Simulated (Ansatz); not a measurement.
# B₁₀: up Jacob's ladder to CCSD(T)

One table from this session's results is given with a row withheld; the runs are named, their logs left out.

Computed with Ansatz 0.2.0, Gaussian basis. Level: functionals in def2-TZVPP, the program's frozen cores in correlated methods.

Levels to be run: LDA (SPW92), PBE-D4, revPBE-D4, BLYP-D4, r2SCAN-D4, B97M-V, PBE0-D4, B3LYP-D4, r2SCANh-D4, r2SCAN0-D4, HSE06-D4, BHLYP-D4, CAM-B3LYP-D4, LC-ωPBE, ωB97X-V, ωB97M-V, B2PLYP, PBE-QIDH; CCSD(T)/def2-SVP; MP2/def2-TZVPP; MP2/def2-QZVPP; RPA on PBE.

2 further runs of the same task are left out: 2 that didn't finish.

## The geometry

An earlier PBE0-D4 in a triple-zeta def2 set relaxation fixed the geometry.

SMILES `[B][B][B][B][B][B][B][B][B][B]`, 10 atoms, charge 0, spin multiplicity 1.

Atoms are counted from 1 here; the program's logs count them from 0.

Bond lengths: B1–B2 1.668 Å, B2–B3 1.543 Å, B3–B4 1.526 Å, B4–B5 1.546 Å, B5–B6 1.563 Å, B6–B7 1.546 Å, B7–B8 1.526 Å, B8–B9 1.543 Å, B9–B10 1.668 Å. Angles: B1–B2–B3 151.4°, B2–B3–B4 175.9°, B3–B4–B5 179.4°, B4–B5–B6 179.7°, B5–B6–B7 179.8°, B6–B7–B8 179.5°, B7–B8–B9 175.9°, B8–B9–B10 151.4°.

Geometry (Å):

```xyz
10
charge 0, multiplicity 1
B    -1.8267    3.7378   -5.5394
B    -1.4524    3.3678   -3.9565
B    -1.0220    2.3666   -2.8641
B    -0.5996    1.4587   -1.7130
B    -0.1691    0.5277   -0.5564
B     0.2699   -0.4169    0.6083
B     0.6987   -1.3499    1.7639
B     1.1078   -2.2726    2.9080
B     1.6259   -3.1780    4.0451
B     1.3676   -4.2412    5.3041
```

Set-up of the first run:

in.yaml

```yaml
crystal:
  periodic: [false, false, false]
  atoms:
    - {symbol: B, position_ang: [-1.826665, 3.737840, -5.539360]}
    - {symbol: B, position_ang: [-1.452388, 3.367843, -3.956506]}
    - {symbol: B, position_ang: [-1.022037, 2.366554, -2.864068]}
    - {symbol: B, position_ang: [-0.599636, 1.458654, -1.712987]}
    - {symbol: B, position_ang: [-0.169114, 0.527746, -0.556415]}
    - {symbol: B, position_ang: [0.269932, -0.416881, 0.608328]}
    - {symbol: B, position_ang: [0.698654, -1.349892, 1.763880]}
    - {symbol: B, position_ang: [1.107754, -2.272615, 2.907957]}
    - {symbol: B, position_ang: [1.625875, -3.177994, 4.045082]}
    - {symbol: B, position_ang: [1.367624, -4.241237, 5.304089]}
basis:
  gaussian: {orbitals: def2-TZVPP}
hamiltonian: {xc: lda}
output: {orbitals: {seedname: orbitals}}
```

Run with:

```
$ ansatz run in.yaml --threads 4 --pin off --events-out ev --progress --plain --max-ram 10444MiB
```

Among the steps run: LDA; PBE-D4 (GGA); revPBE-D4 (GGA); BLYP-D4 (GGA); r2SCAN-D4 (meta-GGA); B97M-V (meta-GGA); B3LYP-D4 (hybrid); r2SCANh-D4 (hybrid); r2SCAN0-D4 (hybrid); HSE06-D4 (hybrid); BHLYP-D4 (hybrid); CAM-B3LYP-D4 (range-separated); LC-ωPBE (range-separated); ωB97X-V (range-separated); ωB97M-V (range-separated); B2PLYP (double hybrid); PBE-QIDH (double hybrid).

One table of the session follows, with a row left open; its other results are not shown here.

It belongs to the step «Frontier levels by functional». 

| functional | HOMO (eV) | LUMO (eV) | gap (eV) |
| --- | --- | --- | --- |
| LDA (SPW92) | ? | ? | ? |
| PBE-D4 | -5.78 | -5.72 | 0.06 |
| revPBE-D4 | -5.73 | -5.65 | 0.08 |
| BLYP-D4 | -5.60 | -5.51 | 0.09 |
| r2SCAN-D4 | -5.92 | -5.76 | 0.16 |
| B97M-V | -5.86 | -5.64 | 0.22 |
| PBE0-D4 | -6.60 | -5.36 | 1.23 |
| B3LYP-D4 | -6.41 | -5.42 | 1.00 |
| r2SCANh-D4 | -6.22 | -5.63 | 0.58 |
| r2SCAN0-D4 | -6.70 | -5.37 | 1.33 |
| HSE06-D4 | -6.25 | -5.66 | 0.59 |
| BHLYP-D4 | -7.33 | -4.46 | 2.87 |
| CAM-B3LYP-D4 | -7.73 | -4.38 | 3.35 |
| LC-ωPBE | -9.05 | -3.41 | 5.64 |
| ωB97X-V | -8.68 | -3.44 | 5.24 |
| ωB97M-V | -8.50 | -3.53 | 4.98 |

Q: Estimate the row for LDA (SPW92) from the others.

The run gave: HOMO (eV): -5.93; LUMO (eV): -5.91; gap (eV): 0.02. In the column «HOMO (eV)» it lies between r2SCANh-D4 (-6.22) and r2SCAN-D4 (-5.92).
